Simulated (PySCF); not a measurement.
# Changing the system itself: BeSi (triplet)

How does BeSi (triplet) answer to another spin, charge, distance or environment?

Method: method and basis as typed in the scripts; program: PySCF 2.14.0.

2 further runs of the same task are left out: 2 that didn't finish.

## (1) Starting geometry

BeSi (triplet): 2 atoms, charge 0, spin multiplicity 3.

Bond lengths: Be1–Si2 2.075 Å.

## (2) Base script

The input, input.py:

```python
from pyscf import gto, scf, mcscf

mol = gto.M(
    atom='Be 0 0 0; Si 0 0 2.075',
    basis='pcseg-2',
    charge=0,
    spin=2,
    verbose=4,
)
mf = scf.ROHF(mol)
mf.kernel()
mc = mcscf.CASCI(mf, 3, 2)
mc.kernel()
mc.analyze()
mf.dip_moment()
print('orbital energies (hartree):', mf.mo_energy[..., max(0, mol.nelec[1]-3):mol.nelec[0]+3].round(4))
```

Started as:

```sh
> python input.py
```

Its log is not repeated here.

Base result: E(SCF) = -303.428963 Eh, 10 cycles, E(CAS) − E(SCF) = 0.00000 Eh, μ = 3.40 D (of the SCF density).

The bond length is a typed value, not an optimised one. The triplet is typed in the script; nothing here shows that it is the ground state.

## (3) Charge -1 (doublet)

Variant 1 changes charge: 0 → -1; spin (2S): 2 → 1; active space: 2 electrons in 3 orbitals → 1 electrons in 2 orbitals.

The input, input.py:

```python
from pyscf import gto, scf, mcscf

mol = gto.M(
    atom='Be 0 0 0; Si 0 0 2.075',
    basis='pcseg-2',
    charge=-1,
    spin=1,
    verbose=4,
)
mf = scf.ROHF(mol)
mf.kernel()
mc = mcscf.CASCI(mf, 2, 1)
mc.kernel()
mc.analyze()
mf.dip_moment()
print('orbital energies (hartree):', mf.mo_energy[..., max(0, mol.nelec[1]-3):mol.nelec[0]+3].round(4))
```

Started as:

```sh
> python input.py
```

## (4) Electric field 0.05 a.u.

Variant 2 changes electric field: none → 0.05 a.u.

Edit input.py of step 2 so:

```diff
@@ -10,2 +10,7 @@
 mf = scf.ROHF(mol)
+field = 0.05  # electric field along z, atomic units
+h = mf.get_hcore() + field*mol.intor('int1e_r')[2]
+mf.get_hcore = lambda *args: h
+e_nuc = mol.energy_nuc() - field*mol.atom_charges() @ mol.atom_coords()[:, 2]
+mf.energy_nuc = lambda *args: e_nuc
 mf.kernel()
```

## (5) PCM, ε = 78.36

Variant 3 changes solvent: none (gas phase) → PCM, ε = 78.36; step after the SCF: casci → analyze.

The input, input.py:

```python
from pyscf import gto, scf, solvent

mol = gto.M(
    atom='Be 0 0 0; Si 0 0 2.075',
    basis='pcseg-2',
    charge=0,
    spin=2,
    verbose=4,
)
mf = scf.ROHF(mol)
mf = solvent.PCM(mf)
mf.with_solvent.eps = 78.36
mf.kernel()
mf.analyze()
print('orbital energies (hartree):', mf.mo_energy[..., max(0, mol.nelec[1]-3):mol.nelec[0]+3].round(4))
```

## (6) Bond 2.22 Å

Variant 4 changes bond length: 2.075 Å → 2.22 Å.

Edit input.py of step 2 so:

```diff
@@ -3,3 +3,3 @@
 mol = gto.M(
-    atom='Be 0 0 0; Si 0 0 2.075',
+    atom='Be 0 0 0; Si 0 0 2.22',
     basis='pcseg-2',
```

What does the calculation give? Wanted: for each run, E(SCF); from base; SCF dipole; after the SCF.

**Answer**, as computed:

```tsv
run	E(SCF) (hartree)	from base (eV)	cycles	SCF dipole (D)	after the SCF
base	-303.428963	0	10	3.40	n/a
charge -1 (doublet)	-303.425186	+0.1028	13	n/a	CASCI correlation 0.000 eV (this space leaves nothing to correlate)
electric field 0.05 a.u.	-303.583886	-4.2157	17	18.77	n/a
PCM, ε = 78.36	-303.450837	-0.5952	10	9.02	n/a
bond 2.22 Å	-303.429816	-0.0232	10	3.23	CASCI correlation 0.000 eV (this space leaves nothing to correlate)
```

**Reading.** Of the runs whose energies can be compared, “electric field 0.05 a.u.” moves the SCF energy most (-4.216 eV). At the SCF level, adding an electron (to the doublet) costs 0.10 eV at fixed geometry; correlation, diffuse functions and relaxation can still bind it. A continuum solvent with ε = 78.36 lowers the energy by 0.595 eV.
